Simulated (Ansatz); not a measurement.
**C3H4ClFSi: small, medium and large basis sets**

How large a basis does C3H4ClFSi need? Two functionals are run in growing sets.

The runs use Ansatz 0.2.0, Gaussian basis; one geometry, several basis sets.

Plan: PBE0-D4/def2-SVP; ωB97M-V/def2-SVP; PBE0-D4/def2-QZVPP; ωB97M-V/def2-QZVPP; the functionals' def2-TZVPP values are taken from earlier runs.

## (1) Structure used throughout

All runs share one geometry, relaxed beforehand with PBE0-D4 in a triple-zeta def2 set.

SMILES `C#C[Si](C)(F)Cl`, 10 atoms, charge 0, spin multiplicity 1.

Atoms are counted from 1 here; the program's logs count them from 0.

Bond lengths: C1–C2 1.205 Å, C1–H7 1.066 Å, C2–Si3 1.814 Å, Si3–C4 1.839 Å, Si3–F5 1.590 Å, Si3–Cl6 2.041 Å, C4–H8 1.092 Å, C4–H9 1.092 Å, C4–H10 1.093 Å. Angles: C2–C1–H7 179.6°, C1–C2–Si3 178.0°, C2–Si3–C4 112.7°, C2–Si3–F5 107.9°, C2–Si3–Cl6 108.4°, C4–Si3–F5 109.8°, C4–Si3–Cl6 110.7°, F5–Si3–Cl6 107.2°, Si3–C4–H8 110.5°, Si3–C4–H9 110.3°, Si3–C4–H10 110.1°, H8–C4–H9 108.6°, H8–C4–H10 108.8°, H9–C4–H10 108.5°.

## (2) PBE0-D4 in def2-SVP

in.yaml

```yaml
crystal:
  periodic: [false, false, false]
  atoms:
    - {symbol: C, position_ang: [-2.412071, -0.900035, 0.507784]}
    - {symbol: C, position_ang: [-1.453338, -0.236750, 0.201958]}
    - {symbol: Si, position_ang: [0.025895, 0.716988, -0.235212]}
    - {symbol: C, position_ang: [1.566739, -0.283496, -0.150004]}
    - {symbol: F, position_ang: [-0.171701, 1.275218, -1.710829]}
    - {symbol: Cl, position_ang: [0.142917, 2.331027, 1.008404]}
    - {symbol: H, position_ang: [-3.264815, -1.480923, 0.777131]}
    - {symbol: H, position_ang: [2.432274, 0.324741, -0.420808]}
    - {symbol: H, position_ang: [1.713887, -0.667242, 0.861566]}
    - {symbol: H, position_ang: [1.503313, -1.130628, -0.837087]}
basis:
  gaussian: {orbitals: def2-SVP}
hamiltonian: {xc: pbe0, dispersion: d4}
output: {orbitals: {seedname: orbitals}}
```

Run with:

```sh
$ ansatz run in.yaml --threads 4 --pin off --events-out ev --progress --plain --max-ram 10444MiB
```

After this run come: ωB97M-V in def2-SVP; PBE0-D4 in def2-QZVPP; ωB97M-V in def2-QZVPP.

Before running them: what should the planned runs give, taken together? Wanted: PBE0-D4: double and triple zeta above quadruple; ωB97M-V: double and triple zeta above quadruple.

As calculated:

```
                                       quantity           value
PBE0-D4: double and triple zeta above quadruple  15.27, 0.96 eV
ωB97M-V: double and triple zeta above quadruple  15.38, 0.90 eV
```

In words: PBE0-D4 gains 14.30 eV from double to triple zeta, then 0.96 eV more. Total energies overstate the basis error of differences, where much of it tends to cancel.
